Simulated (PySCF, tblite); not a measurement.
# Al₁₅N₁₈H₁₅: electronic excitations

Aim: compute the electronic excitations of Al₁₅N₁₈H₁₅.

Computed with tblite 0.8.0 and PySCF 2.14.0 and routines of our own; the level stands in each step. Atoms count from 0.

### Step 1. The system as given

48 atoms, charge 0, multiplicity 1; geometry from: force field, distance geometry or constructed start.

### Step 2. Optimising the geometry with GFN2-xTB

What the job is given:

```
{"job": {"kind": "relax", "xc": "GFN2-xTB", "basis": "xTB"}, "charge": 0, "multiplicity": 1}
N     -1.553900     0.898200    -0.001600
Al    -3.120900     1.802600    -0.006900
N     -4.671300     0.897700     0.001000
Al    -4.677200    -0.895600    -0.006200
N     -3.118700    -1.801200     0.003400
Al    -1.562100    -0.900500    -0.002600
N      3.117800     3.601700    -0.003300
Al     1.562200     4.502700     0.001500
N      0.002700     3.597900    -0.000400
Al    -0.002800     1.799200     0.001600
N      1.556700     0.898800    -0.002100
Al     3.115200     1.798000    -0.000000
N      4.673100     0.900700     0.005000
Al     1.561000    -0.900600    -0.002700
N      3.115500    -1.794900     0.000200
Al     4.674600    -0.899400     0.006300
N     -6.235000    -1.798100     0.000900
Al    -6.236500    -3.603400    -0.001000
N     -4.677100    -4.498200     0.002500
Al    -3.114900    -3.599100     0.002700
N     -0.002300    -1.796200     0.001500
N      1.557900     6.301500    -0.000200
Al     0.003400     7.204600     0.006600
N     -1.563000     6.295700    -0.001500
Al    -1.558300     4.502600     0.000900
Al    -0.006100    -3.600900     0.002500
N      1.559500    -4.497700    -0.000700
Al     3.117100    -3.599400     0.001200
N      6.236000    -1.799600    -0.002000
N      4.677600    -4.499600     0.003400
Al     6.239000    -3.599400    -0.001100
N     -3.119600     3.601300     0.000200
N     -1.559800    -4.499900    -0.001900
H     -5.575100     1.418700     0.003700
H      4.019600     4.121800    -0.003300
H      5.577700     1.422200    -0.002900
H     -7.136800    -1.279900    -0.004100
H     -7.568200    -4.367500    -0.002600
H     -4.675400    -5.543900    -0.000100
H      2.454700     6.823400     0.001200
H     -0.000100     8.737700     0.003800
H     -2.453600     6.814400     0.003700
H      1.563700    -5.539000    -0.003600
H      7.138600    -1.280500    -0.001800
H      4.672800    -5.538300     0.002400
H      7.567200    -4.368400    -0.003400
H     -4.016000     4.120100    -0.000600
H     -1.559100    -5.537400     0.002300
```

Launch:

```sh
OMP_NUM_THREADS=4 python large_run.py task.json out
```

This one command runs all jobs of the session in turn.

Output:

```text
step      E/eV     max force
  0   -2106.71350    1.033
  1   -2106.86248    0.406
  2   -2106.88544    0.200
  3   -2106.90157    0.138
  4   -2106.90525    0.098
  5   -2106.90902    0.077
  6   -2106.91112    0.102
  7   -2106.91372    0.104
  8   -2106.91548    0.088
  9   -2106.91705    0.061
 10   -2106.91837    0.074
 11   -2106.91941    0.068
 12   -2106.91993    0.032
 13   -2106.92016    0.019
```

Wall time 2.2 s (4 threads of Arm Neoverse N1, shared host); peak memory 0.16 GiB.

Along the way:

```tsv
step	energy from step 0 (eV)	largest force (eV/Å)
0	0.0000	1.0336
1	-0.1490	0.4063
2	-0.1719	0.2002
3	-0.1881	0.1383
4	-0.1917	0.0985
5	-0.1955	0.0770
6	-0.1976	0.1024
7	-0.2002	0.1039
8	-0.2020	0.0878
9	-0.2036	0.0614
10	-0.2049	0.0749
11	-0.2059	0.0685
12	-0.2064	0.0322
13	-0.2067	0.0194
```

Distances of close pairs at the start and the end, largest changes first:

```tsv
bond	before (Å)	after (Å)	change (Å)
N18–H38	1.046	1.017	-0.029
N12–H35	1.044	1.016	-0.029
N2–H33	1.043	1.016	-0.028
N26–H42	1.041	1.016	-0.026
N6–H34	1.041	1.016	-0.025
N28–H43	1.041	1.017	-0.024
N16–H36	1.040	1.017	-0.023
Al13–N14	1.793	1.816	+0.023
```

The end geometry stands in the next job.

### Step 3. Electronic excitations: TDA PBE0/6-31G*

What the job is given:

```
{"job": {"kind": "uv", "basis": "6-31G*", "grid": 1, "kgrid": 0, "vcut": 1.5, "nstates": 6, "ntriplets": 2, "tda": true, "delta": [], "pop": true, "xc": "PBE0"}, "charge": 0, "multiplicity": 1}
N     -1.571586     0.907669    -0.003416
Al    -3.141608     1.813854    -0.000875
N     -4.694168     0.905896    -0.001653
Al    -4.704421    -0.890308     0.000588
N     -3.140443    -1.813309     0.000401
Al    -1.567711    -0.904797    -0.000004
N      3.131694     3.613004    -0.002649
Al     1.581633     4.520519    -0.000367
N      0.000974     3.626511     0.001218
Al     0.000202     1.810261    -0.002069
N      1.571918     0.907748    -0.001399
Al     3.141416     1.814470    -0.000060
N      4.693908     0.906657     0.003112
Al     1.567013    -0.904634     0.000834
N      3.140609    -1.811381     0.001630
Al     4.704885    -0.889320     0.000598
N     -6.256304    -1.823491    -0.002110
Al    -6.270231    -3.620098    -0.000792
N     -4.707569    -4.506650     0.001710
Al    -3.123455    -3.629208     0.000726
N     -0.000322    -1.814706     0.000492
N      1.549014     6.331159     0.001741
Al    -0.000399     7.240849     0.001829
N     -1.548974     6.329744     0.002059
Al    -1.580280     4.519196     0.000262
Al    -0.000052    -3.627318    -0.000411
N      1.563033    -4.516782    -0.000458
Al     3.123233    -3.627063     0.001240
N      6.256202    -1.823119    -0.000136
N      4.706810    -4.505161     0.002010
Al     6.269867    -3.619592    -0.000298
N     -3.130773     3.612348    -0.001311
N     -1.562552    -4.518104     0.000901
H     -5.570619     1.418958     0.002370
H      4.014415     4.115171    -0.003129
H      5.570156     1.419904    -0.000340
H     -7.114714    -1.278253    -0.003457
H     -7.594180    -4.383473    -0.002533
H     -4.663936    -5.522633     0.000924
H      2.450476     6.801872     0.001297
H     -0.000672     8.768730     0.005286
H     -2.451326     6.798693     0.002667
H      1.558101    -5.532299    -0.002918
H      7.114278    -1.277461    -0.001645
H      4.662760    -5.521097     0.002924
H      7.593206    -4.383388    -0.003742
H     -4.012391     4.116457    -0.000782
H     -1.557273    -5.533678     0.001588
```

With the program's defaults for keys left out, this is: TDA PBE0/6-31G*, vertical, gas phase, core orbitals frozen in the response, virtual orbitals cut by energy.

Output:

```text
start: PBE on a coarse grid of 50248 points
cycle   1  E = -4627.9281182212  dE =  4.534e+00  |g| = 2.702e+00  |ddm| = 8.054e+00
cycle   2  E = -4621.1187998294  dE =  6.809e+00  |g| = 5.562e+00  |ddm| = 9.004e+00
cycle   3  E = -4629.5657359193  dE = -8.447e+00  |g| = 4.056e-01  |ddm| = 7.422e+00
cycle   4  E = -4629.5727711421  dE = -7.035e-03  |g| = 4.426e-01  |ddm| = 9.412e-01
cycle   5  E = -4629.6194183361  dE = -4.665e-02  |g| = 8.865e-02  |ddm| = 4.321e-01
cycle   6  E = -4629.6219759630  dE = -2.558e-03  |g| = 2.198e-02  |ddm| = 1.357e-01
cycle   7  E = -4629.6220442726  dE = -6.831e-05  |g| = 1.453e-02  |ddm| = 2.792e-02
cycle   8  E = -4629.6220956631  dE = -5.139e-05  |g| = 3.254e-03  |ddm| = 1.453e-02
final grid: 207790 points
cycle   9  E = -4629.5569306429  dE = -2.472e-02  |g| = 3.046e-02  |ddm| = 6.122e-01
cycle  10  E = -4629.5570494857  dE = -1.188e-04  |g| = 2.557e-02  |ddm| = 6.799e-02
cycle  11  E = -4629.5571798115  dE = -1.303e-04  |g| = 1.145e-02  |ddm| = 2.936e-02
cycle  12  E = -4629.5572046278  dE = -2.482e-05  |g| = 2.712e-03  |ddm| = 1.016e-02
cycle  13  E = -4629.5572107527  dE = -6.125e-06  |g| = 1.096e-03  |ddm| = 3.017e-03
cycle  14  E = -4629.5572077917  dE =  2.961e-06  |g| = 2.075e-04  |ddm| = 1.097e-03
cycle  15  E = -4629.5572063935  dE =  1.398e-06  |g| = 5.975e-05  |ddm| = 2.758e-04
converged SCF energy = -4629.5572063935

Static polarisability (au): isotropic 423.637, principal 251.811 509.515 509.584

Singlet excitations
state   eV       nm        f      main configurations
  1   4.6248    268.1   0.00000   H-1->L 0.79
  2   4.6251    268.1   0.00000   H-2->L 0.77
  3   4.7181    262.8   0.00000   H->L 0.81
  4   4.8423    256.0   0.00000   H-3->L 0.72, H-7->L 0.09
  5   4.8426    256.0   0.00000   H-4->L 0.72
  6   4.8969    253.2   0.00086   H-5->L 0.68, H-6->L 0.11

Triplet excitations (Tamm-Dancoff, eV): 4.4651 4.4654
```

It took 2.3 min on 4 threads of Arm Neoverse N1, shared host; peak memory 3.1 GiB.

The orbitals next to the gap, with their largest atomic shares:

```tsv
orbital	eV	atoms
HOMO−4	-6.79	N32 18 %, N2 17 %, N6 8 %
HOMO−3	-6.79	N26 16 %, N31 15 %, N12 12 %
HOMO−2	-6.54	N18 12 %, N16 12 %, N2 11 %
HOMO−1	-6.54	N26 14 %, N31 13 %, N21 9 %
HOMO	-6.54	N29 10 %, N28 10 %, N23 10 %
LUMO	-1.02	Al5 9 %, Al9 9 %, Al13 9 %
LUMO+1	-0.28	Al7 10 %, Al19 8 %, Al24 7 %
LUMO+2	-0.28	Al15 10 %, Al27 8 %, Al13 7 %
LUMO+3	0.46	Al22 26 %, Al17 23 %, Al30 22 %
```

Further results of this job:

```tsv
property	computed
dipole moment (D)	0.00
polarisability (Å³)	62.78
HOMO–LUMO gap (eV)	5.51
−ε(HOMO) (eV)	6.54
```

### Step 4. Results

| quantity | value |
| --- | --- |
| lowest singlet (PBE0/6-31G*) | 4.62 eV (268 nm), f = 0.000 |
| brightest single state of those computed | state 6, 4.90 eV, f = 0.001 |
| lowest triplet | 4.47 eV |

The first singlet state (HOMO−1→LUMO 0.79) lies at 4.62 eV and is dark. The lowest triplet lies 0.16 eV below the lowest singlet.
